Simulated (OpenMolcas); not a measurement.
**Ti²⁺ among point charges: CASSCF and CASPT2 levels and susceptibility**

Aim: the splitting of the states of Ti²⁺ in the field of 4 point charges, its lowest levels with spin-orbit coupling and its magnetic susceptibility.

Program: OpenMolcas 26.06. Level of theory: state-averaged CASSCF and CASPT2, spin-orbit coupling by RASSI with atomic mean-field integrals. These are calculated values, not measurements, unless marked.

## 1. Starting point

```
Species                           : Ti²⁺ (titanium, Z = 22, 20 electrons)
Basis                             : ANO-RCC-VTZP [6s5p3d2f1g], 59 functions
Scalar Hamiltonian                : DKH2, point nucleus
Inactive shells                   : 1s 2s 2p 3s 3p
Active space                      : 2 electrons in 5 orbitals (3d)
Some configurations of this space : 3d2
Orbitals                          : optimised for each spin and parity, averaged over all roots
```

The outer shells:

3d2
```
3d [↑ ][↑ ][  ][  ][  ]
```

The ion sits among 4 point charges of -0.75 e arranged as a tetrahedron (Td), 1.79 Å from the ion.

Each step is its own input file, run in one work folder so that later steps find the files of earlier ones. Labels, J, g values, rates, χT and fits are worked out afterwards by a script from the matrices that RASSI stores.

## 2. GATEWAY and SEWARD: basis and integrals

a.inp reads:

```
&GATEWAY
Coord
1

Ti 0.0 0.0 0.0
Basis=ANO-RCC-VTZP
Group=NoSym
NoMove
AngMom=0.0 0.0 0.0
AMFI
XField
4 Angstrom 0
1.033457 1.033457 1.033457 -0.750000
1.033457 -1.033457 -1.033457 -0.750000
-1.033457 1.033457 -1.033457 -0.750000
-1.033457 -1.033457 1.033457 -0.750000
&SEWARD
```

Started as:

```
> OMP_NUM_THREADS=1 MOLCAS_MEM=1689 MOLCAS_PROJECT=a pymolcas a.inp > a.log
```

## 3. CASSCF: triplets, 10 roots

a.inp reads:

```
&RASSCF
FileOrb=start.orb
Symmetry=1
Spin=3
nActEl=2 0 0
Inactive=9
Ras2=5
CIRoot=10 10 1
SDav=10
CIMx=300
Iter=120 100
PrWF=0.3
OrbListing=Nothing
MaxOrb=0
>>> COPY $Project.JobIph JOB001
```

start.orb holds the contracted functions of the basis, ordered by shell, or the orbitals of the step before.

## 4. CASSCF: singlets, 15 roots

a.inp reads:

```
&RASSCF
FileOrb=start.orb
Symmetry=1
Spin=1
nActEl=2 0 0
Inactive=9
Ras2=5
CIRoot=15 15 1
SDav=15
CIMx=300
Iter=120 100
PrWF=0.3
OrbListing=Nothing
MaxOrb=0
>>> COPY $Project.JobIph JOB002
```

## 5. State interaction with spin-orbit coupling

a.inp reads:

```
&RASSI
NrOfJobIphs=2 10 15
1 2 3 4 5 6 7 8 9 10
1 2 3 4 5 6 7 8 9 10 11 12 13 14 15
IphNames
JOB001
JOB002
EJob
SpinOrbit
DIPRint=1.0
SOCoupling=1000.0
Subsets=2
Property=9
'ANGMOM' 1 'ANGMOM' 2 'ANGMOM' 3 'MLTPL  1' 1 'MLTPL  1' 2 'MLTPL  1' 3
'AMFI' 1 'AMFI' 2 'AMFI' 3
SOProperty=3
'ANGMOM' 1 'ANGMOM' 2 'ANGMOM' 3
```

## 6. CASPT2: IPEA 0.25, imaginary shift 0.1 (closed shells correlated: 3s 3p)

a.inp reads:

```
>>> COPY JOB001 $Project.JobIph
&CASPT2
Multistate=10 1 2 3 4 5 6 7 8 9 10
NoMult
Frozen=5
IPEA=0.25
Imaginary=0.1
MaxIter=60
WThr=0.0 0.3 0.05
PrWF=0.5
NoMix
>>> COPY JOB002 $Project.JobIph
&CASPT2
Multistate=15 1 2 3 4 5 6 7 8 9 10 11 12 13 14 15
NoMult
Frozen=5
IPEA=0.25
Imaginary=0.1
MaxIter=60
WThr=0.0 0.3 0.05
PrWF=0.5
NoMix
```

(Steps that only read results are left out.)

Before running it: what results should come out? Wanted: spin-free ground state; first state of the same spin within the active space; lowest level; next level.

**Answer**, as computed:

```
                                            quantity                                                                        value
                                              method  SS-CASPT2, IPEA 0.25, imaginary shift 0.1 (closed shells correlated: 3s 3p)
                              spin-free ground state                                              3A2, 1-fold in its orbital part
first state of the same spin within the active space                                                             3T2 at 1650 cm⁻¹
                                        lowest level                                                                    3-fold T2
                                          next level                                                                  1608.7 cm⁻¹
                                         χT at 300 K                                                               1.09 cm³ K/mol
                           effective moment at 300 K                                                                      2.95 μB
```

Cost by method:

| method | time of its own steps | time with the reference |
| --- | --- | --- |
| A. CASSCF | 8.1 s | 8.1 s |
| B. SS-CASPT2, IPEA 0.25, imaginary shift 0.1, +3s 3p | 7.1 s | 15 s |

Times are of one thread on a shared host.

What this shows: The spin-free ground state (3A2) comes to 100 % from free-ion F terms and keeps the highest spin of the shell. χT at 300 K is 1.09, against 1.00 cm³ K/mol for the spin alone, so orbital moment adds to it. CASPT2 does not keep the components of a term degenerate, and the means are used. The field of point charges can differ much from that of real complexes. Point charges carry no covalency, so the field is a model and not that of real ligands.
